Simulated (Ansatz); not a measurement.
# BiTe: the cost of one run

Computed with Ansatz 0.2.0 (DFT PBE, scalar-relativistic, plane waves, PAW, unless a step's input says otherwise).

## Step 1: The starting structure

The structure is cubic, space group Fm-3m (No. 225). Conventional cell: a = 6.470 Å, b = 6.470 Å, c = 6.470 Å, α = 90.00°, β = 90.00°, γ = 90.00°. Bi (site symmetry m-3m) is surrounded by 6 Te at 3.23 Å. Te (site symmetry m-3m) is surrounded by 6 Bi at 3.23 Å.

Coordinates:

```
CELL_PARAMETERS angstrom
0.00000 3.23500 3.23500
3.23500 0.00000 3.23500
3.23500 3.23500 0.00000
ATOMIC_POSITIONS crystal
Bi 0.00000 0.00000 0.00000
Te 0.50000 0.50000 0.50000
```

This is candidate A: structure reported for this formula (Fm-3m, No. 225).

(A quick probe on a coarse mesh, which set the mesh and smearing, is not shown.)

## Step 3: Full relaxation (candidate A)

File input.yaml:

```yaml
crystal:
  lattice:
    - [0.0, 3.235, 3.235]
    - [3.235, 0.0, 3.235]
    - [3.235, 3.235, 0.0]
  atoms:
    - { symbol: Bi, position: [0.0, 0.0, 0.0] }
    - { symbol: Te, position: [0.5, 0.5, 0.5] }
basis:
  ecutwfc: 420
kpoints:
  mp_grid: { grid: [16, 16, 16] }
hamiltonian:
  xc: pbe
scf:
  occupations: { method: gaussian, width: 0.1 }
output:
  forces: true
  stress: true
  eigenvalues: true
relax:
  adjacent_minimum: "off"
  f_tol: 0.01
  max_steps: 80
  cell: { stress_tol: 0.05 }
```

Run with:

```sh
ansatz run input.yaml --threads 1 --pin off --max-ram 2560MiB --backend cpu --events-out ev --progress --plain --runs-dir out
```

**Question.** How long does this run take on 1 thread of Arm Neoverse V1, shared host, and how much memory does it need?

About 47 s, with a peak of 0.47 GiB.
